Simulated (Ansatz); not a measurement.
# C3H7ClSn: the cost of one run

The runs use Ansatz 0.2.0, Gaussian basis; the settings change from run to run.

## Step 1: The relaxed structure

The structure was relaxed beforehand with PBE0-D4 in a triple-zeta def2 set. Sn takes a core potential in def2 sets; no spin-orbit term is included.

SMILES `C[CH](C)[Sn][Cl]`, 12 atoms, charge 0, spin multiplicity 1.

Atoms are counted from 1 here; the program's logs count them from 0.

Bond lengths: C1–C2 1.522 Å, C1–H6 1.095 Å, C1–H7 1.094 Å, C1–H8 1.097 Å, C2–C3 1.522 Å, C2–Sn4 2.206 Å, C2–H9 1.098 Å, C3–H10 1.097 Å, C3–H11 1.095 Å, C3–H12 1.094 Å, Sn4–Cl5 2.384 Å. Angles: C2–C1–H6 112.7°, C2–C1–H7 111.1°, C2–C1–H8 110.9°, H6–C1–H7 107.7°, H6–C1–H8 106.9°, H7–C1–H8 107.3°, C1–C2–C3 111.8°, C1–C2–Sn4 110.7°, C1–C2–H9 109.3°, C3–C2–Sn4 110.7°, C3–C2–H9 109.3°, Sn4–C2–H9 104.8°, C2–C3–H10 110.9°, C2–C3–H11 112.7°, C2–C3–H12 111.1°, H10–C3–H11 106.9°, H10–C3–H12 107.3°, H11–C3–H12 107.7° and more.

## Step 2: r2SCAN50/def2-TZVPD

Options: a grid of angular degree 23, a point charge of -1.00 e beside it, D4 dispersion, relativity set to none.

Contents of in.yaml:

```yaml
crystal:
  periodic: [false, false, false]
  atoms:
    - {symbol: C, position_ang: [-0.741013, 0.247295, 1.089979]}
    - {symbol: C, position_ang: [-0.193123, -0.615105, -0.037854]}
    - {symbol: C, position_ang: [1.273106, -0.318136, -0.316693]}
    - {symbol: Sn, position_ang: [-1.400352, -0.367249, -1.867314]}
    - {symbol: Cl, position_ang: [-0.911201, 1.955395, -2.093945]}
    - {symbol: H, position_ang: [-1.784427, 0.016755, 1.329991]}
    - {symbol: H, position_ang: [-0.686101, 1.309344, 0.834880]}
    - {symbol: H, position_ang: [-0.162930, 0.101885, 2.011134]}
    - {symbol: H, position_ang: [-0.303706, -1.674024, 0.229282]}
    - {symbol: H, position_ang: [1.882526, -0.474603, 0.582178]}
    - {symbol: H, position_ang: [1.692750, -0.957909, -1.100342]}
    - {symbol: H, position_ang: [1.411569, 0.721255, -0.627397]}
basis:
  gaussian: {orbitals: def2-TZVPD, final_grid: {core_spheres: 8, valence_spheres: 7, degree: 23}, point_charges: [{charge: -1.00, position_ang: [6.342, -0.399, 0.048]}]}
hamiltonian: {xc: {name: r2SCAN50}, dispersion: d4, pseudopotentials: {relativity: none}}
```

Command:

```sh
ansatz run in.yaml --threads 8 --pin off --events-out ev --progress --plain --max-ram 18278MiB
```

Q: Estimate wall time and peak memory on 8 threads of Arm Neoverse V1, shared host.

About 3.1 s, with a peak of 0.73 GiB.
